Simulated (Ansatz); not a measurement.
I need vertical and adiabatic energies of changing the electron count of Cl2Sb, SMILES [Cl][Sb][Cl]. Use the Python package of Ansatz (0.2.0). Settings (for the species named): r2SCAN, def2-SVP basis, multiplicity 2.

```
atom    x (Å)    y (Å)    z (Å)
  Cl   1.0855   1.2462   0.7208
  Sb  -0.9143   0.4792  -0.4454
  Cl  -0.1821  -1.7902  -0.2887
```

`cl2sb_adiabatic.py`
```python
from dataclasses import dataclass
import itertools

import ansatz
from ase.data import atomic_numbers, covalent_radii
import numpy as np


@dataclass
class Options:
    basis: str = "def2-SVP"
    functional: str = "r2SCAN"
    net_charge: int = 1


opts = Options()

system = (
    ansatz.Crystal.molecule()
    .atom("Cl", (1.0855, 1.2462, 0.7208))
    .atom("Sb", (-0.9143, 0.4792, -0.4454))
    .atom("Cl", (-0.1821, -1.7902, -0.2887))
)

calculation = (
    system.calculation()
    .basis(gaussian=opts.basis)
    .functional(opts.functional)
    .spin("collinear", total=1)
)
symbols = [site.symbol for site in system.cartesian_sites]
start = np.array([site.position_ang for site in system.cartesian_sites], dtype=float)
r = calculation.relax(force_tolerance=0.01).run(threads=1).report
end = np.array(r["positions_ang"])

minimum = ansatz.Crystal.molecule()
for symbol, place in zip(symbols, end):
    minimum = minimum.atom(symbol, place.tolist())
ion = (
    minimum.calculation()
    .basis(gaussian=opts.basis)
    .functional(opts.functional)
    .charge(opts.net_charge)
)
vertical = ion.run(threads=1).report
settled = ion.relax(force_tolerance=0.01, max_steps=80).run(threads=1).report
print(f"vertical ionisation energy   {vertical['free_energy_ev'] - r['free_energy_ev']:.3f} eV")
print(f"adiabatic, no zero point     {settled['free_energy_ev'] - r['free_energy_ev']:.3f} eV")
print(f"relaxation energy of the ion {vertical['free_energy_ev'] - settled['free_energy_ev']:.3f} eV")
ionised = np.array(settled["positions_ang"])
radius = [covalent_radii[atomic_numbers[s]] for s in symbols]
span = lambda where, i, j: np.linalg.norm(where[i] - where[j])
bonded = [(i, j) for i, j in itertools.combinations(range(len(symbols)), 2) if min(span(end, i, j), span(ionised, i, j)) < 1.2 * (radius[i] + radius[j])]
print("pair        before    after (A)")
for i, j in bonded:
    print(f"{symbols[i]}{i}-{symbols[j]}{j}".ljust(10), f"{span(end, i, j):8.4f} {span(ionised, i, j):8.4f}")
for first, second in list(itertools.combinations(bonded, 2)):
    shared = set(first) & set(second)
    if shared and symbols[(j := shared.pop())] != "H":
        i, k = sorted((set(first) | set(second)) - {j})
        u, v = ionised[i] - ionised[j], ionised[k] - ionised[j]
        angle = np.degrees(np.arccos(np.clip(u @ v / np.linalg.norm(u) / np.linalg.norm(v), -1, 1)))
        print(f"final angle {symbols[i]}{i}-{symbols[j]}{j}-{symbols[k]}{k}: {angle:.2f} deg")
```

`python cl2sb_adiabatic.py` gives:
```text
vertical ionisation energy   8.463 eV
adiabatic, no zero point     8.359 eV
relaxation energy of the ion 0.104 eV
pair        before    after (A)
Cl0-Sb1      2.3778   2.2986
Sb1-Cl2      2.3772   2.2986
final angle Cl0-Sb1-Cl2: 100.10 deg
```

The energies are electronic: no zero-point or thermal terms, and the basis set is short of its limit. The product may relax into another structure. Each relaxation finds its nearest minimum, which needn't be the lowest. def2 sets replace the cores of elements past krypton by effective core potentials. The run takes the species as open-shell (spin multiplicity 2), which needn't be its ground state. Only the spin states typed were run; another state of an ion can lie lower, by up to an eV or two. Hardware and time: 52 s on 1 thread of Arm Neoverse V2, with other jobs on the host, peak memory 0.23 GiB.
